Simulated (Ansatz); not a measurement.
# FH4NSiTe: energies of removing a hydrogen from a Python script

Wanted for FH4NSiTe: energies of removing a hydrogen.

All numbers are computed with Ansatz 0.2.0 through its Python package. Level of theory: PBE/def2-SVP.

### 1 The system

Bond lengths: N1–Si2 1.729 Å, Si2–F3 1.680 Å, Si2–Te4 2.419 Å, N1–H5 1.095 Å, N1–H6 1.076 Å, Si2–H7 1.493 Å, Te4–H8 1.707 Å. Angles: N1–Si2–F3 108.7°, N1–Si2–Te4 111.6°, N1–Si2–H7 108.7°, F3–Si2–Te4 108.5°, F3–Si2–H7 109.8°, Te4–Si2–H7 109.6°, Si2–N1–H5 108.3°, Si2–N1–H6 110.1°, H5–N1–H6 102.8°, Si2–Te4–H8 91.8°.

The script holds or builds the structure itself.

### 2 Script

Input file fh4nsite.py:

```python
import ansatz as az


def single_point(molecule, charge=0, unpaired=0):
    calc = molecule.calculation().basis(gaussian="def2-SVP").functional("pbe")
    if charge:
        calc = calc.charge(charge)
    if unpaired:
        calc = calc.spin("collinear", total=unpaired)
    report = calc.run(threads=1, pin="off").report
    if report["published_state_doubts"]:
        print("  doubts:", report["published_state_doubts"])
    return report["free_energy_ev"]

def without(molecule, index):
    rest = az.Crystal.molecule()
    for i, site in enumerate(molecule.cartesian_sites):
        if i != index:
            rest = rest.atom(site.symbol, site.position_ang)
    return rest

geometry_ang = [
    ("N", [-0.1249, 1.5743, -0.2455]),
    ("Si", [0.4949, -0.0214, -0.0008]),
    ("F", [1.3587, -0.4779, -1.368]),
    ("Te", [-1.2844, -1.6222, 0.3525]),
    ("H", [-0.8267, 1.5447, -1.0854]),
    ("H", [-0.754, 1.8572, 0.5807]),
    ("H", [1.399, -0.0073, 1.1867]),
    ("H", [-0.1703, -2.9044, 0.524]),
]
mol = az.Crystal.molecule()
for symbol, xyz in geometry_ang:
    mol = mol.atom(symbol, xyz)

whole = single_point(mol, 0)
hydrogen = single_point(az.Crystal.molecule().atom("H", (0, 0, 0)), 0, 1)
print(f"E(molecule) = {whole:.5f} eV, E(H) = {hydrogen:.5f} eV")
for index in [5, 6, 7]:
    radical = single_point(without(mol, index), 0, 1)
    print(f"H{index}: homolysis {96.485332 * (radical + hydrogen - whole):.1f} kJ/mol")
    anion = single_point(without(mol, index), -1)
    print(f"H{index}: loss of a proton {96.485332 * (anion - whole):.1f} kJ/mol")
```

### 3 Launch

Command:

```
> python fh4nsite.py
```

Q: Predict the main results. Wanted: weakest bond to hydrogen among those tried; easiest loss of a proton among those tried.

**Answer**, as computed:

```
                                              quantity                              value
weakest bond to hydrogen among those tried (homolysis)  H7 (counted from 0), 291.5 kJ/mol
            easiest loss of a proton among those tried                  H7, 1379.9 kJ/mol
                                         runs compared                                  8
```

Atoms are numbered as in the script, from 0. The fragments aren't relaxed and zero-point energy is left out, so these aren't bond dissociation enthalpies. Losing a bare proton in the gas phase costs far more than homolysis, as charges must be parted. All 8 runs converged (6 to 45 cycles). What to keep in mind:
- The geometry is a force-field or estimated start, not a minimum of this method, and the basis set is short of its limit. All parts are taken at fixed geometry, without zero-point energy.
- def2 sets replace the cores of elements past krypton by effective core potentials.
- The spin-orbit lowering of heavy atoms is left out.
- Anions want diffuse functions, which this basis lacks.
